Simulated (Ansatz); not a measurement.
# Br− with PH3: superposition error and deformation, part 2 of 2

Ansatz 0.2.0, Gaussian basis. Earlier steps stand in the parts before.

## 12. wB97X-V/def2-TZVPPD

Contents of free-b/in.yaml:

```yaml
crystal:
  periodic: [false, false, false]
  atoms:
    - {symbol: P, position_ang: [-0.571141, 0.136995, 0.932514]}
    - {symbol: H, position_ang: [0.331046, -0.880823, 1.339840]}
    - {symbol: H, position_ang: [0.398687, 1.163159, 1.081606]}
    - {symbol: H, position_ang: [-0.276775, -0.046693, -0.444318]}
basis:
  gaussian: {orbitals: "def2-TZVPPD.json"}
hamiltonian: {xc: {name: wB97X-V}}
```

Started as:

```
ansatz run in.yaml --threads 2 --pin off --events-out ev --progress --plain --max-ram 5222MiB
```

What it wrote, shortened:

```text
Functional definition: wB97X-V
  name "wB97X-V"
  cite "Mardirossian & Head-Gordon, Phys. Chem. Chem. Phys. 16, 9904 (2014) doi:10.1039/C3CP54374A"
  cite "Becke, J. Chem. Phys. 107, 8554 (1997) doi:10.1063/1.475007"
  cite "Vydrov & Van Voorhis, J. Chem. Phys. 133, 244103 (2010) doi:10.1063/1.3521275"
[...]
      + integral(e_c_pw_opposite_spin*poly(b97_u_opposite, cos0, cos1)) + vv10(b, c)
502 factors; their error is unknown
148 factors; integrals over basis functions are off by at most 2.3e-5 eV
[...]
mean field -9336.12225197 eV, -343.0961645090 hartree, gradient 7.6e-6 eV, S^2 0.000000; 0 other end points of the search recorded, 0 dependent functions left out
reference -9336.12225056 eV, -343.0961644572 hartree; 9, 9 occupied and 90, 90 virtual orbitals, 502 factors
Total energy: -9336.12225056 eV, -343.0961644572 hartree
```

Wall time 1.7 s (2 threads of Arm Neoverse V1, shared host).

## 13. wB97M-V/def2-TZVPPD

free-b/in.yaml: that of step 12 with these lines changed.

```diff
@@ -9,2 +9,2 @@
   gaussian: {orbitals: "def2-TZVPPD.json"}
-hamiltonian: {xc: {name: wB97X-V}}
+hamiltonian: {xc: {name: wB97M-V}}
```

Started as:

```
ansatz run in.yaml --threads 2 --pin off --events-out ev --progress --plain --max-ram 5222MiB
```

What it wrote, shortened:

```text
[... 5 set-up lines as earlier in the session ...]
  # Of w^i u^j: cxij and so on, Table III.
[...]
  gx(w, u) = 1 - cx + cx01*u + cx10*w
  gss(w, u) = css00 + css04*u^4 + css10*w + css20*w^2 + css43*w^4*u^3
  gos(w, u) = cos00 + cos10*w + (cos20 + cos21*u)*w^2 + (cos60 + cos61*u)*w^6
[...]
      + integral(e_c_pw_mod_opposite_spin*gos(b97_w_opposite, b97_u_opposite)) + vv10(b, c)
502 factors; their error is unknown
148 factors; integrals over basis functions are off by at most 2.3e-5 eV
[...]
mean field -9336.66147561 eV, -343.1159806120 hartree, gradient 4.3e-5 eV, S^2 0.000000; 0 other end points of the search recorded, 0 dependent functions left out
reference -9336.66151003 eV, -343.1159818773 hartree; 9, 9 occupied and 90, 90 virtual orbitals, 502 factors
Total energy: -9336.66151003 eV, -343.1159818773 hartree
```

Run time: 1.8 s. Hardware: 2 threads of Arm Neoverse V1, shared host.

## 14. B2PLYP/def2-TZVPPD

free-b/in.yaml: that of step 13 with these lines changed.

```diff
@@ -9,2 +9,2 @@
   gaussian: {orbitals: "def2-TZVPPD.json"}
-hamiltonian: {xc: {name: wB97M-V}}
+hamiltonian: {xc: {name: B2PLYP}}
```

Started as:

```
ansatz run in.yaml --threads 2 --pin off --events-out ev --progress --plain --max-ram 5222MiB
```

What it wrote, shortened:

```text
[... 5 set-up lines as earlier in the session ...]
[...]
541 factors; integrals over basis functions are off by at most 8.4e-4 eV
[...]
mean field -9332.56964695 eV, -342.9656086825 hartree, gradient 2.2e-6 eV, S^2 0.000000; 0 other end points of the search recorded, 0 dependent functions left out
5 core orbitals not correlated: weight in the atoms' cores, before any rotation towards them, 1.000 or more for the frozen orbitals, at most 0.000 for the correlated occupied ones
reference -9332.56977127 eV, -342.9656132511 hartree; 4, 4 occupied and 90, 90 virtual orbitals, 541 factors
second order -5.75302656 eV of doubles, -0.00000000 eV of singles
Total energy: -9334.12308844 eV, -343.0226966043 hartree
```

Wall time 0.85 s (2 threads of Arm Neoverse V1, shared host).

## 15. BLYP-D4/def2-TZVPPD

free-b/in.yaml: that of step 14 with these lines changed.

```diff
@@ -9,2 +9,2 @@
   gaussian: {orbitals: "def2-TZVPPD.json"}
-hamiltonian: {xc: {name: B2PLYP}}
+hamiltonian: {xc: {name: BLYP}, dispersion: d4}
```

Started as:

```
ansatz run in.yaml --threads 2 --pin off --events-out ev --progress --plain --max-ram 5222MiB
```

What it wrote, shortened:

```text
Functional definition: BLYP
  name "BLYP"
[... 2 set-up lines as earlier in the session ...]
  parameter beta = 0.0042
  parameter a = 0.04918
  parameter b = 0.132
  parameter c = 0.2533
  parameter d = 0.349
  exchange = b88_x(beta = beta)
  correlation = lyp_c(a = a, b = b, c = c, d = d)
493 factors; their error is unknown
mean field evaluation 1: about -9336.3769 eV, gradient 1.7e1 eV
mean field evaluation 2: about -9336.6453 eV, gradient 1.7e1 eV
mean field evaluation 4: about -9337.4473 eV, gradient 7.2e-1 eV
mean field evaluation 8: about -9337.4286 eV, gradient 5.0e-3 eV
mean field -9337.42856556 eV, -343.1441706478 hartree, gradient 1.8e-5 eV, S^2 0.000000; 0 other end points of the search recorded, 0 dependent functions left out
reference -9337.42882452 eV, -343.1441801645 hartree; 9, 9 occupied and 90, 90 virtual orbitals, 493 factors
Total energy: -9337.49837811 eV, -343.1467362119 hartree
```

It took 0.55 s on 2 threads of Arm Neoverse V1, shared host.

## 16. revPBE-D4/def2-TZVPPD

free-b/in.yaml: that of step 15 with these lines changed.

```diff
@@ -9,2 +9,2 @@
   gaussian: {orbitals: "def2-TZVPPD.json"}
-hamiltonian: {xc: {name: BLYP}, dispersion: d4}
+hamiltonian: {xc: {name: revPBE}, dispersion: d4}
```

Started as:

```
ansatz run in.yaml --threads 2 --pin off --events-out ev --progress --plain --max-ram 5222MiB
```

What it wrote, shortened:

```text
Functional definition: revPBE
  name "revPBE"
  cite "Zhang & Yang, Phys. Rev. Lett. 80, 890 (1998) doi:10.1103/PhysRevLett.80.890"
[... 1 set-up line as earlier in the session ...]
  parameter kappa = 1.245
[... 3 set-up lines as earlier in the session ...]
493 factors; their error is unknown
mean field evaluation 1: about -9335.0367 eV, gradient 1.6e1 eV
mean field evaluation 2: about -9335.3399 eV, gradient 1.4e1 eV
mean field evaluation 4: about -9335.9250 eV, gradient 5.0e-1 eV
mean field evaluation 8: about -9335.9065 eV, gradient 6.7e-3 eV
mean field -9335.90652135 eV, -343.0882365548 hartree, gradient 5.8e-5 eV, S^2 0.000000; 0 other end points of the search recorded, 0 dependent functions left out
reference -9335.90655949 eV, -343.0882379566 hartree; 9, 9 occupied and 90, 90 virtual orbitals, 493 factors
Total energy: -9336.02270718 eV, -343.0925063055 hartree
```

Wall time 0.45 s (2 threads of Arm Neoverse V1, shared host).

## 17. B97M-V/def2-TZVPPD

free-b/in.yaml: that of step 16 with these lines changed.

```diff
@@ -9,2 +9,2 @@
   gaussian: {orbitals: "def2-TZVPPD.json"}
-hamiltonian: {xc: {name: revPBE}, dispersion: d4}
+hamiltonian: {xc: {name: B97M-V}}
```

Started as:

```
ansatz run in.yaml --threads 2 --pin off --events-out ev --progress --plain --max-ram 5222MiB
```

What it wrote, shortened:

```text
[... 5 set-up lines as earlier in the session ...]
  # Of w^i u^j: cxij and so on, Table III.
[...]
  gx(w, u) = cx00 + cx01*u + cx02*u^2 + (cx10 + cx11*u)*w
  gss(w, u) = css00 + css02*u^2 + css10*w + (css32*w^3 + css42*w^4)*u^2
  gos(w, u) = cos00 + cos01*u + cos03*u^3 + cos10*w + cos32*w^3*u^2
[...]
      + integral(e_c_pw_mod_opposite_spin*gos(b97_w_opposite, b97_u_opposite)) + vv10(b, c)
493 factors; their error is unknown
[...]
mean field -9335.23529442 eV, -343.0635694201 hartree, gradient 3.8e-5 eV, S^2 0.000000; 0 other end points of the search recorded, 0 dependent functions left out
reference -9335.23533694 eV, -343.0635709829 hartree; 9, 9 occupied and 90, 90 virtual orbitals, 493 factors
Total energy: -9335.23533694 eV, -343.0635709829 hartree
```

Run time: 1.9 s. Hardware: 2 threads of Arm Neoverse V1, shared host.

## 18. HSE06-D4/def2-TZVPPD

free-b/in.yaml: that of step 17 with these lines changed.

```diff
@@ -9,2 +9,2 @@
   gaussian: {orbitals: "def2-TZVPPD.json"}
-hamiltonian: {xc: {name: B97M-V}}
+hamiltonian: {xc: hse06, dispersion: d4}
```

Started as:

```
ansatz run in.yaml --threads 2 --pin off --events-out ev --progress --plain --max-ram 5222MiB
```

What it wrote, shortened:

```text
Functional definition: HSE06
  name "HSE06"
  cite "Heyd, Scuseria & Ernzerhof, J. Chem. Phys. 118, 8207 (2003) doi:10.1063/1.1564060"
  cite "Krukau, Vydrov, Izmaylov & Scuseria, J. Chem. Phys. 125, 224106 (2006) doi:10.1063/1.2404663"
  cite "Heyd & Scuseria, J. Chem. Phys. 120, 7274 (2004) doi:10.1063/1.1668634"
  cite "Ernzerhof & Perdew, J. Chem. Phys. 109, 3313 (1998) doi:10.1063/1.476928"
[... 2 set-up lines as earlier in the session ...]
[...]
  # The whole range is PBE's own exchange, as in plane waves. The composition of these papers is wPBEh.
[...]
517 factors; their error is unknown
56 factors; integrals over basis functions are off by at most 3.1e-6 eV
[...]
mean field -9333.76608015 eV, -343.0095767918 hartree, gradient 7.0e-6 eV, S^2 0.000000; 0 other end points of the search recorded, 0 dependent functions left out
reference -9333.76611077 eV, -343.0095779169 hartree; 9, 9 occupied and 90, 90 virtual orbitals, 517 factors
Total energy: -9333.78791779 eV, -343.0103793101 hartree
```

Run time: 0.6 s. Hardware: 2 threads of Arm Neoverse V1, shared host.

## 19. CCSD(T)/def2-TZVPPD

free-b/in.yaml: that of step 18 with these lines changed.

```diff
@@ -9,2 +9,2 @@
   gaussian: {orbitals: "def2-TZVPPD.json"}
-hamiltonian: {xc: hse06, dispersion: d4}
+correlation: {method: ccsd_t}
```

Started as:

```
ansatz run in.yaml --threads 2 --pin off --events-out ev --progress --plain --max-ram 5222MiB
```

What it wrote, shortened:

```text
[... 4 set-up lines as earlier in the session ...]
[...]
541 factors; integrals over basis functions are off by at most 8.4e-4 eV
[...]
mean field -9319.46156013 eV, -342.4838953767 hartree, gradient 1.8e-6 eV, S^2 0.000000; 0 other end points of the search recorded, 0 dependent functions left out
5 core orbitals not correlated: weight in the atoms' cores, before any rotation towards them, 1.000 or more for the frozen orbitals, at most 0.000 for the correlated occupied ones
reference -9319.46156013 eV, -342.4838953767 hartree; 4, 4 occupied and 90, 90 virtual orbitals, 541 factors
second order -4.66168819 eV of doubles, -0.00000000 eV of singles
cycle   1  -5.21962804 eV  change   -5.6e-1 eV  update   5.8e-2
[...]
cycle   9  -5.43676379 eV  change    2.5e-6 eV  update   3.6e-6
perturbative correction -0.18799131 eV, -0.0069085531 hartree
Total energy: -9325.08631523 eV, -342.6906013140 hartree
```

It took 0.8 s on 2 threads of Arm Neoverse V1, shared host.

## 20. The split

```tsv
method	interaction with counterpoise (meV)	without	superposition error	deformation	binding energy
PBE-D4	-316	-323	6	4	-312
revPBE-D4	-286	-292	7	3	-283
BLYP-D4	-261	-268	7	4	-258
r2SCAN-D4	-274	-279	5	9	-265
B97M-V	-252	-259	8	10	-242
PBE0-D4	-285	-290	5	8	-277
B3LYP-D4	-251	-257	6	8	-243
HSE06-D4	-288	-293	5	8	-280
wB97X-V	-229	-234	6	8	-221
wB97M-V	-221	-226	6	11	-209
B2PLYP	-199	-214	16	10	-189
Hartree-Fock	-60	-64	4	7	-53
MP2	-220	-259	39	12	-208
CCSD	-179	-214	36	9	-170
CCSD(T)	-203	-244	41	8	-195
```

## 21. Summary of results

The summary covers parts 1 to 2.

| quantity | value |
| --- | --- |
| interaction, CCSD(T) | -203 meV |
| superposition error | 41 meV |
| deformation | 8 meV |
| binding energy | -195 meV |

**Reading.** In this basis the superposition error is 41 meV for CCSD(T) and 6 meV on average for the plain functionals: correlated methods borrow far more, since they need many more functions to converge. Deformation takes back 4 % of the interaction.
